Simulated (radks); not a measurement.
# Kr²⁺ in [Ar] 3d10 4s1 4p5: an all-electron calculation

Aim: the levels, the sizes of the orbitals and the parts of the energy of the krypton ion Kr2+.

The numbers are computed with radks (a radial shooting solver on a logarithmic mesh, Libxc functionals) version 1 (scalar-relativistic Kohn-Sham, SCAN, spin-polarised, spherical densities, finite nucleus; open shells are filled with parallel spins first), except any that are marked as measured or tabulated.

**1. What is computed**

```
element            : krypton (Z = 36)
charge             : +2
electrons          : 34
configuration      : [Ar] 3d10 4s1 4p5
nuclear rms radius : 4.1884 fm
```

The outer shells:

Kr²⁺
```
[Ar] core
3d [↑↓][↑↓][↑↓][↑↓][↑↓]
4s [↑ ]
4p [↑↓][↑↓][↑ ]
```

**2. Self-consistent calculation**

Input:

```text
Z 36
configuration [Ar] 3d10 4s1 4p5
relativity scalar-relativistic
functional scan,scan
spin polarised
nucleus finite rms 4.1884 fm
c 137.035999084
```

Q: Predict the outcome of this run.

As calculated:

```
                        quantity                     value
                    total energy       -2788.96766 hartree
exchange-correlation share of it                    3.45 %
                            −T/E                    1.0229
          highest occupied level       4p down, -30.322 eV
    most extended occupied level  4p down, <r> = 1.75 bohr
 radius at density 0.001 e/bohr³                 3.50 bohr
    maxima of the radial density                         3
```

**Reading.** 4 principal shells are occupied and 3 maxima appear in the radial density; where shells overlap, one shows as a shoulder or not at all. Relativity lifts −T/E to 1.023. This is not the tabulated ground configuration, so its levels and sizes aren't those of the ground state, and no measured value stands beside it.
